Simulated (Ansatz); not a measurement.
# YTa2P3: the cost of one run

Method: DFT PBE, scalar-relativistic, plane waves, PAW, in Ansatz 0.2.0.

**1. The starting structure**

Symmetry: Cmmm, No. 65, orthorhombic system. Conventional cell: a = 4.684 Å, b = 5.316 Å, c = 10.070 Å, α = 90.00°, β = 90.00°, γ = 90.00°. Around Y (site symmetry mmm) lie 4 P at 2.34 to 2.66 Å. Ta (site symmetry mmm) is surrounded by 2 P at 2.24 Å and 2 Ta at 2.34 Å. Around Ta (site symmetry mmm) lie 4 Ta at 2.34 to 2.66 Å. P (site symmetry mm2) has 1 Ta at 2.24 Å in its first shell of neighbours. Around P (site symmetry mmm) lie 4 Y at 2.34 to 2.66 Å.

Coordinates:

```xyz
6
Lattice="2.3420 -2.6579 0.0000 2.3420 2.6579 0.0000 0.0000 0.0000 10.0701" Properties=species:S:1:pos:R:3 pbc="T T T"
Y     2.3420    0.0000    0.0000
Ta    0.0000    0.0000    5.0351
Ta    2.3420    0.0000    5.0351
P     0.0000    0.0000    2.7903
P     0.0000    0.0000    7.2799
P     0.0000    0.0000    0.0000
```

Recipe of the guess: random cell by space group and Wyckoff sites (Cmmm, No. 65). The dimensions are guesses.

**2. The guess as it stands, on a coarse mesh**

Input file input.yaml:

```yaml
crystal:
  lattice:
    - [2.34202602, -2.65789348, 0.0]
    - [2.34202602, 2.65789348, 0.0]
    - [0.0, 0.0, 10.07013487]
  atoms:
    - { symbol: "Y", position: [0.5, 0.5, 0.0] }
    - { symbol: Ta, position: [0.0, 0.0, 0.5] }
    - { symbol: Ta, position: [0.5, 0.5, 0.5] }
    - { symbol: P, position: [0.0, 0.0, 0.27708258] }
    - { symbol: P, position: [0.0, 0.0, 0.72291742] }
    - { symbol: P, position: [0.0, 0.0, 0.0] }
basis:
  ecutwfc: 420
kpoints:
  mp_grid: { grid: [6, 6, 2] }
hamiltonian:
  xc: pbe
scf:
  occupations: { method: gaussian, width: 0.1 }
  lower_state_search: "off"
output:
  forces: true
  stress: true
  eigenvalues: true
```

Launch:

```sh
> ansatz run input.yaml --threads 1 --pin off --max-ram 2560MiB --backend cpu --events-out ev --progress --plain --runs-dir out
```

Q: Estimate wall time and peak memory on 1 thread of Intel Xeon at 2.50GHz (Skylake/Cascade Lake), shared host.

About 13 s, with a peak of 0.44 GiB.
